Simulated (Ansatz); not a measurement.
**GaH3S2: ionisation energy by level of theory**

One table from this session's results is given with a row withheld; the runs are named, their logs left out.

Computed with Ansatz 0.2.0, Gaussian basis. Level: unrestricted cation, the program's frozen cores in correlated methods.

The runs, in order: UKS PBE-D4/def2-TZVPP; UKS r2SCAN-D4/def2-TZVPP; UKS PBE0-D4/def2-TZVPP; UKS B3LYP-D4/def2-TZVPP; UKS wB97X-V/def2-TZVPP; UKS wB97M-V/def2-TZVPP; UKS B2PLYP/def2-TZVPP; UHF-CCSD(T)/def2-TZVPP; UHF-CCSD(T)/def2-QZVPP; extrapolation to the limit; then −ε(HOMO) from the neutral's earlier runs with LDA (SPW92), PBE-D4, revPBE-D4, BLYP-D4, r2SCAN-D4, B97M-V, PBE0-D4, B3LYP-D4, r2SCANh-D4, r2SCAN0-D4, HSE06-D4, BHLYP-D4, CAM-B3LYP-D4, LC-ωPBE, ωB97X-V, ωB97M-V.

## The relaxed structure

The geometry comes from an earlier relaxation with PBE0-D4 in a triple-zeta def2 set; it is a stationary point.

SMILES `[SH][GaH][SH]`, 6 atoms, charge 0, spin multiplicity 1.

Atoms are counted from 1 here; the program's logs count them from 0.

Bond lengths: S1–Ga2 2.198 Å, S1–H4 1.343 Å, Ga2–S3 2.198 Å, Ga2–H5 1.553 Å, S3–H6 1.343 Å. Angles: Ga2–S1–H4 95.2°, S1–Ga2–S3 120.4°, S1–Ga2–H5 119.8°, S3–Ga2–H5 119.8°, Ga2–S3–H6 95.2°.

As a file:

```
atom    x (Å)    y (Å)    z (Å)
  S1  -1.5520  -1.0666  -0.3809
 Ga2   0.3216  -0.0074  -0.8253
  S3   1.4113   1.0435   0.7679
  H4  -1.5578  -0.7626   0.9269
  H5   0.8795  -0.0015  -2.2749
  H6   0.5394   0.7306   1.7400
```

The first run:

Input file in.yaml:

```yaml
crystal:
  periodic: [false, false, false]
  atoms:
    - {symbol: S, position_ang: [-1.552039, -1.066645, -0.380949]}
    - {symbol: Ga, position_ang: [0.321644, -0.007383, -0.825287]}
    - {symbol: S, position_ang: [1.411312, 1.043522, 0.767944]}
    - {symbol: H, position_ang: [-1.557799, -0.762601, 0.926938]}
    - {symbol: H, position_ang: [0.879533, -0.001492, -2.274891]}
    - {symbol: H, position_ang: [0.539449, 0.730600, 1.740043]}
basis:
  gaussian: {orbitals: def2-TZVPP}
total_charge: 1
magnetization: {spin_polarized: true, initial_magnetization: 1}
hamiltonian: {xc: pbe, dispersion: d4}
```

Launch:

```
$ ansatz run in.yaml --threads 2 --pin off --events-out ev --progress --plain --max-ram 32768MiB --backend cpu
```

Among the steps run: Cation, UKS PBE-D4/def2-TZVPP; Cation, UKS r2SCAN-D4/def2-TZVPP; Cation, UKS PBE0-D4/def2-TZVPP; Cation, UKS B3LYP-D4/def2-TZVPP; Cation, UKS wB97X-V/def2-TZVPP; Cation, UKS wB97M-V/def2-TZVPP; Cation, UKS B2PLYP (frozen core)/def2-TZVPP; Cation, UHF-CCSD(T)/def2-TZVPP; Cation, UHF-CCSD(T)/def2-QZVPP.

One table of the session follows, with a row left open; its other results are not shown here.

Orbital estimates, from the neutral's runs:

```
  functional  −ε(HOMO) (eV)
 LDA (SPW92)           6.53
      PBE-D4           6.40
   revPBE-D4           6.35
     BLYP-D4           6.21
   r2SCAN-D4           6.69
      B97M-V              ?
     PBE0-D4           7.59
    B3LYP-D4           7.33
  r2SCANh-D4           7.13
  r2SCAN0-D4           7.78
    HSE06-D4           7.20
    BHLYP-D4           8.62
CAM-B3LYP-D4           8.87
     LC-ωPBE          10.30
     ωB97X-V           9.92
     ωB97M-V           9.74
```

**Question.** Estimate the row for B97M-V.

As computed: −ε(HOMO) (eV): 6.75. In the column «−ε(HOMO) (eV)» it lies between r2SCAN-D4 (6.69) and r2SCANh-D4 (7.13).
